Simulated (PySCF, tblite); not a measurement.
**C₆H₁₂NP: infrared bands and NMR shifts**

What infrared bands and NMR shifts should C₆H₁₂NP (`C/C=P/N1CCCC1`) show?

The runs use tblite 0.8.0 and PySCF 2.14.0, with density-fitted response routines of our own; the level of theory stands in each step. All values are computed, except where a source is named. Atoms count from 0, in the outputs and in this text.

**1. The molecule as given**

20 atoms, charge 0, multiplicity 1; geometry from: GFN2-xTB.

Bonds of the start (Å): C0–C1 1.49, C1–P2 1.68, P2–N3 1.68, N3–C4 1.45, C4–C5 1.53, C5–C6 1.53, C6–C7 1.52, C7–N3 1.45, C0–H8 1.09, C0–H9 1.09, C0–H10 1.09, C1–H11 1.08, C4–H12 1.09, C4–H13 1.10, C5–H14 1.09, C5–H15 1.09, C6–H16 1.09, C6–H17 1.09, C7–H18 1.09, C7–H19 1.10.

**2. Harmonic vibrations with GFN2-xTB**

The job: settings as JSON, then the geometry in Å.

```
{"job": {"kind": "ir", "xc": "GFN2-xTB", "basis": "xTB"}, "charge": 0, "multiplicity": 1}
C      3.727892    -0.369580    -0.303731
C      2.247315    -0.282562    -0.484110
P      1.345900     0.913138     0.267606
N     -0.242570     0.609036    -0.197232
C     -0.773523    -0.661497    -0.663667
C     -2.270265    -0.627919    -0.332750
C     -2.367308     0.421766     0.772933
C     -1.324104     1.433365     0.313695
H      4.237044    -0.329817    -1.268255
H      4.090998     0.448476     0.313853
H      4.007771    -1.312066     0.171329
H      1.798701    -1.049457    -1.099752
H     -0.600957    -0.782749    -1.737975
H     -0.269401    -1.484312    -0.142841
H     -2.839093    -0.297655    -1.202705
H     -2.640762    -1.603710    -0.025431
H     -2.070838    -0.008037     1.730962
H     -3.362512     0.850914     0.865312
H     -0.966558     2.091045     1.106499
H     -1.732877     2.052301    -0.496472
```

**Question.** This job is followed by: GIAO PBE0/pcSseg-1 NMR shielding, non-relativistic, gas phase. What will the session give for the following? strongest single infrared mode (GFN2-xTB); zero-point energy (GFN2-xTB); 13C shifts against TMS (PBE0/pcSseg-1, means over atoms taken as alike); 1H shifts against TMS (PBE0/pcSseg-1, means over atoms taken as alike); 31P shifts against H3PO4 (PBE0/pcSseg-1); 15N shifts against NH3 (PBE0/pcSseg-1).

As calculated:

| quantity | value |
| --- | --- |
| strongest single infrared mode (GFN2-xTB) | 1055 cm⁻¹, 95 km/mol |
| zero-point energy (GFN2-xTB) | 107.0 kcal/mol |
| 13C shifts against TMS (PBE0/pcSseg-1, means over atoms taken as alike) | 149.2, 55.2, 30.4, 18.4 ppm |
| 1H shifts against TMS (PBE0/pcSseg-1, means over atoms taken as alike) | 7.00, 3.34, 2.12, 1.77 ppm |
| 31P shifts against H3PO4 (PBE0/pcSseg-1) | 266.6 ppm |
| 15N shifts against NH3 (PBE0/pcSseg-1) | 101.2 ppm |

All 54 modes are real, so the xTB geometry is a minimum. The strongest single mode, at 1055 cm⁻¹, has its largest shares on N3, H18 and H17 (the list is cut at 3 atoms). GFN2-xTB is a fitted tight-binding method: band positions and strengths are rough. Its intensities can rank the bands wrongly. At PBE0/pcSseg-1: Shielding is most anisotropic at P2 (span 493 ppm, paramagnetic term -919 ppm).
